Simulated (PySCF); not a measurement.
**One shape, several levels: BSiH3OF2 (SMILES FB(F)O[SiH3])**

We compute a comparison of 6 runs (HF/STO-3G, BLYP/cc-pVDZ, CAM-B3LYP/cc-pVDZ, r2SCAN/cc-pVDZ, wB97M-V/cc-pVDZ, wB97X/cc-pVDZ) of BSiH3OF2. The job is set up through a Python script.

The calculation is run with PySCF 2.14.0.

3 further runs of the same task are left out: 3 set aside as unsound or not needed.

## (1) Starting point

BSiH3OF2: 8 atoms, total charge 0, spin state singlet. SMILES: `FB(F)O[SiH3]`. The shape is that of a PBE0-D4/def2-TZVP optimisation.

Bond lengths: F1–B2 1.319 Å, B2–F3 1.328 Å, B2–O4 1.339 Å, O4–Si5 1.661 Å, Si5–H6 1.483 Å, Si5–H7 1.479 Å, Si5–H8 1.483 Å. Angles: F1–B2–F3 117.6°, F1–B2–O4 120.5°, F3–B2–O4 121.9°, B2–O4–Si5 133.7°, O4–Si5–H6 109.6°, O4–Si5–H7 106.3°, O4–Si5–H8 109.6°, H6–Si5–H7 110.5°, H6–Si5–H8 110.2°, H7–Si5–H8 110.5°.

## (2) The energy at HF/STO-3G (run 1)

File input.py:

```python
# FB(F)O[SiH3]
from pyscf import gto

molecule = gto.Mole()
molecule.atom = '''
F        1.644600      -1.936200       1.091800
B        0.585700      -1.261700       0.687700
F       -0.607700      -1.793900       0.922400
O        0.726600      -0.084400       0.064800
Si      -0.345100       1.014900      -0.568200
H       -1.234600       1.517600       0.506100
H        0.469500       2.116500      -1.124900
H       -1.146900       0.370000      -1.635500
'''
molecule.spin = 0
molecule.max_memory = 1860
molecule.basis = 'sto-3g'
molecule.verbose = 3
molecule.build()

calc0 = molecule.RHF()
calc0.conv_tol = 1e-10
calc0.kernel()
if not calc0.converged:
    calc0 = calc0.newton().run(calc0.mo_coeff, calc0.mo_occ)

energy = calc0.e_tot
print(f'total energy: {energy:.8f} hartree')
```

Run with:

```console
$ OMP_NUM_THREADS=1 python input.py
```

The log of the run:

```text
converged SCF energy = -581.845778368316
total energy: -581.84577837 hartree
```

Wall time 0.89 s (1 thread of Intel Xeon at 2.70GHz, shared host); peak memory 0.12 GiB.

## (3) The energy at BLYP/cc-pVDZ (run 2)

File calc.py:

```python
from pyscf import gto, dft

system = gto.M(
    atom='''
F      1.644600    -1.936200     1.091800
B      0.585700    -1.261700     0.687700
F     -0.607700    -1.793900     0.922400
O      0.726600    -0.084400     0.064800
Si    -0.345100     1.014900    -0.568200
H     -1.234600     1.517600     0.506100
H      0.469500     2.116500    -1.124900
H     -1.146900     0.370000    -1.635500
''',
    spin=0,
    basis='cc-pvdz',
    max_memory=1860,
    verbose=3,
)

mf = dft.RKS(system)
mf.xc = 'blyp'
mf.grids.level = 5
mf.conv_tol = 1e-10
mf.kernel()
if not mf.converged:
    mf = mf.newton().run(mf.mo_coeff, mf.mo_occ)

e_tot = mf.e_tot
print('E(%s) = %.9f' % ('BLYP', e_tot))
```

Run with:

```console
$ OMP_NUM_THREADS=1 python calc.py
```

The log of the run:

```text
converged SCF energy = -591.208736687024
E(BLYP) = -591.208736687
```

It took 21 s on 1 thread of Intel Xeon at 2.70GHz, shared host; peak memory 0.45 GiB.

Runs 3 to 5 aren't shown in full; the table further down has their settings and results.

## (4) A single-point energy at wB97X/cc-pVDZ (run 6)

File input.py:

```python
# FB(F)O[SiH3]
from pyscf import gto, dft

mol = gto.M(
    atom='''
F      1.644600    -1.936200     1.091800
B      0.585700    -1.261700     0.687700
F     -0.607700    -1.793900     0.922400
O      0.726600    -0.084400     0.064800
Si    -0.345100     1.014900    -0.568200
H     -1.234600     1.517600     0.506100
H      0.469500     2.116500    -1.124900
H     -1.146900     0.370000    -1.635500
''',
    basis='cc-pvdz',
    max_memory=1860,
    verbose=4,
)

mf = dft.RKS(mol)
mf.xc = 'wb97x'
mf.grids.level = 5
mf.conv_tol = 1e-10
mf.kernel()
if not mf.converged:
    mf = mf.newton().run(mf.mo_coeff, mf.mo_occ)

e_tot = mf.e_tot
print('Final energy', e_tot)
```

Run with:

```console
$ OMP_NUM_THREADS=1 python input.py
```

The log of the run:

```text
PySCF version 2.14.0

[... 77 lines left out ...]
converged SCF energy = -591.18892836406
Final energy -591.1889283640595
```

Run time: 30 s. Hardware: 1 thread of Intel Xeon at 2.70GHz, shared host; peak memory 0.45 GiB.

## (5) The series

```tsv
run	level	integration grid	nlc grid	energy (Eh)	dipole moment (D)	HOMO energy (eV)	LUMO energy (eV)	wall time
1	HF/STO-3G	–	–	-581.845778	1.94	-9.94	10.15	0.89 s
2	BLYP/cc-pVDZ	5	–	-591.208737	1.61	-7.88	-0.43	21 s
3	CAM-B3LYP/cc-pVDZ	5	–	-591.185902	1.79	-10.92	1.36	30 s
4	r2SCAN/cc-pVDZ	5	–	-591.101572	1.69	-8.43	-0.19	35 s
5	wB97M-V/cc-pVDZ	5	1	-591.163464	1.74	-11.76	2.18	1.8 min
6	wB97X/cc-pVDZ	5	–	-591.188928	1.81	-11.96	2.45	30 s
```

## (6) What came out

```
            quantity          value
 run 6: total energy  -591.18893 Eh
run 6: dipole moment         1.81 D
  run 6: HOMO energy      -11.96 eV
  run 6: LUMO energy        2.45 eV
run 6: HOMO–LUMO gap       14.40 eV
```

What this shows: The dipole moment (its size) runs from 1.61 D (BLYP/cc-pVDZ) to 1.94 D (HF/STO-3G). The two ends differ in method and basis. The HOMO–LUMO gap runs from 7.45 eV (BLYP/cc-pVDZ) to 20.10 eV (HF/STO-3G). Totals of different functionals can't be ranked against each other. In run 1 the basis is minimal, so the values are rough. All runs together took 3.7 min, the longest 1.8 min.
